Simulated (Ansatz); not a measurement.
# H3NO3W: basis-set convergence

An exercise on one series of results from a longer session: the logs are not shown, and one member is left open.

The runs use Ansatz 0.2.0, Gaussian basis; one geometry, several basis sets.

The runs, in order: PBE0-D4/def2-SVP; ωB97M-V/def2-SVP; PBE0-D4/def2-QZVPP; ωB97M-V/def2-QZVPP; the functionals' def2-TZVPP values are taken from earlier runs.

### Structure used throughout

The geometry comes from an earlier relaxation with PBE0-D4 in a triple-zeta def2 set; it is a stationary point, not always the lowest conformer. W takes the def2 core potential; no spin-orbit term is included.

SMILES `[NH2][W](=[O])(=[O])[OH]`, 8 atoms, charge 0, spin multiplicity 1.

Atoms are counted from 1 here; the program's logs count them from 0.

Bond lengths: N1–W2 1.938 Å, N1–H6 1.009 Å, N1–H7 1.009 Å, W2–O3 1.708 Å, W2–O4 1.708 Å, W2–O5 1.891 Å, O5–H8 0.959 Å. Angles: W2–N1–H6 123.6°, W2–N1–H7 123.4°, H6–N1–H7 111.6°, N1–W2–O3 107.9°, N1–W2–O4 107.9°, N1–W2–O5 111.0°, O3–W2–O4 111.4°, O3–W2–O5 110.0°, O4–W2–O5 108.6°, W2–O5–H8 124.0°.

Coordinates:

```
N     0.1735    1.4290   -0.1820
W     0.1796   -0.5086   -0.2289
O     1.6168   -1.0475    0.5194
O     0.1093   -0.9938   -1.8649
O    -1.3234   -1.2137    0.6757
H     0.7036    1.9731    0.4815
H    -0.1782    2.0013   -0.9347
H    -1.2812   -1.6398    1.5340
```

Set-up of the first run:

in.yaml reads:

```yaml
crystal:
  periodic: [false, false, false]
  atoms:
    - {symbol: N, position_ang: [0.173456, 1.429011, -0.182015]}
    - {symbol: W, position_ang: [0.179642, -0.508611, -0.228936]}
    - {symbol: O, position_ang: [1.616784, -1.047502, 0.519351]}
    - {symbol: O, position_ang: [0.109344, -0.993831, -1.864874]}
    - {symbol: O, position_ang: [-1.323393, -1.213716, 0.675664]}
    - {symbol: H, position_ang: [0.703611, 1.973147, 0.481502]}
    - {symbol: H, position_ang: [-0.178239, 2.001270, -0.934681]}
    - {symbol: H, position_ang: [-1.281215, -1.639769, 1.533998]}
basis:
  gaussian: {orbitals: def2-SVP}
hamiltonian: {xc: pbe0, dispersion: d4}
output: {orbitals: {seedname: orbitals}}
```

On the command line:

```
$ ansatz run in.yaml --threads 4 --pin off --events-out ev --progress --plain --max-ram 10444MiB
```

Among the steps run: PBE0-D4 in def2-SVP; ωB97M-V in def2-SVP; PBE0-D4 in def2-QZVPP; ωB97M-V in def2-QZVPP.

One of the session's tables, all rows but one given; the rest of the session is left out.

It belongs to the step «Density functionals: the series». 

| functional | basis | HOMO (eV) |
| --- | --- | --- |
| PBE0-D4 | def2-SVP | -8.44 |
| PBE0-D4 | def2-TZVPP | -8.55 |
| PBE0-D4 | def2-QZVPP | ? |
| ωB97M-V | def2-SVP | -10.75 |
| ωB97M-V | def2-TZVPP | -10.87 |
| ωB97M-V | def2-QZVPP | -10.92 |

**Question.** Estimate the row for PBE0-D4, def2-QZVPP.

**Answer.** HOMO (eV): -8.59. In the column «HOMO (eV)» it lies between ωB97M-V, def2-SVP (-10.75) and PBE0-D4, def2-TZVPP (-8.55).
